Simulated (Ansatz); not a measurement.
**CH₆FInSi: how energies converge with the basis set**

One table from this session's results is given with a row withheld; the runs are named, their logs left out.

Method: one geometry, several basis sets; program: Ansatz 0.2.0, Gaussian basis.

Levels to be run: PBE0-D4/def2-SVP; ωB97M-V/def2-SVP; PBE0-D4/def2-QZVPP; ωB97M-V/def2-QZVPP; the functionals' def2-TZVPP values are taken from earlier runs.

**Structure used throughout**

An earlier PBE0-D4 in a triple-zeta def2 set relaxation fixed the geometry. In takes the def2 core potential; no spin-orbit term is included.

SMILES `FC[SiH2][InH2]`, 10 atoms, charge 0, spin multiplicity 1.

Atoms are counted from 1 here; the program's logs count them from 0.

Bond lengths: F1–C2 1.421 Å, C2–Si3 1.917 Å, C2–H5 1.092 Å, C2–H6 1.092 Å, Si3–In4 2.574 Å, Si3–H7 1.490 Å, Si3–H8 1.490 Å, In4–H9 1.726 Å, In4–H10 1.726 Å. Angles: F1–C2–Si3 107.3°, F1–C2–H5 106.5°, F1–C2–H6 106.5°, Si3–C2–H5 113.6°, Si3–C2–H6 113.6°, H5–C2–H6 108.8°, C2–Si3–In4 93.4°, C2–Si3–H7 109.3°, C2–Si3–H8 109.3°, In4–Si3–H7 118.1°, In4–Si3–H8 118.1°, H7–Si3–H8 107.3°, Si3–In4–H9 120.1°, Si3–In4–H10 120.1°, H9–In4–H10 119.8°.

Set-up of the first run:

Contents of in.yaml:

```yaml
crystal:
  periodic: [false, false, false]
  atoms:
    - {symbol: F, position_ang: [-1.598961, 0.365945, 0.334064]}
    - {symbol: C, position_ang: [-1.026722, -0.933337, 0.387464]}
    - {symbol: Si, position_ang: [0.822842, -0.761842, -0.088046]}
    - {symbol: In, position_ang: [0.660835, 1.784840, -0.423877]}
    - {symbol: H, position_ang: [-1.599595, -1.553985, -0.304359]}
    - {symbol: H, position_ang: [-1.183672, -1.300598, 1.403595]}
    - {symbol: H, position_ang: [1.667556, -1.270991, 1.028527]}
    - {symbol: H, position_ang: [1.105988, -1.610713, -1.279156]}
    - {symbol: H, position_ang: [0.924815, 2.851717, 0.907317]}
    - {symbol: H, position_ang: [0.226924, 2.428965, -1.965538]}
basis:
  gaussian: {orbitals: def2-SVP}
hamiltonian: {xc: pbe0, dispersion: d4}
output: {orbitals: {seedname: orbitals}}
```

Launch:

```
$ ansatz run in.yaml --threads 4 --pin off --events-out ev --progress --plain --max-ram 10444MiB
```

Steps of the session up to this table: PBE0-D4 in def2-SVP; ωB97M-V in def2-SVP; PBE0-D4 in def2-QZVPP; ωB97M-V in def2-QZVPP.

One of the session's tables, all rows but one given; the rest of the session is left out.

It belongs to the step «Density functionals: the series». 

```
functional       basis  HOMO (eV)  LUMO (eV)
   PBE0-D4    def2-SVP      -7.17      -1.55
   PBE0-D4  def2-TZVPP      -7.18      -1.67
   PBE0-D4  def2-QZVPP      -7.18      -1.68
   ωB97M-V    def2-SVP          ?          ?
   ωB97M-V  def2-TZVPP      -9.17      -0.16
   ωB97M-V  def2-QZVPP      -9.17      -0.21
```

Q: Estimate the row for ωB97M-V, def2-SVP from the others.

As computed: HOMO (eV): -9.13; LUMO (eV): 0.07. In the column «HOMO (eV)» it lies between ωB97M-V, def2-QZVPP (-9.17) and PBE0-D4, def2-TZVPP (-7.18).
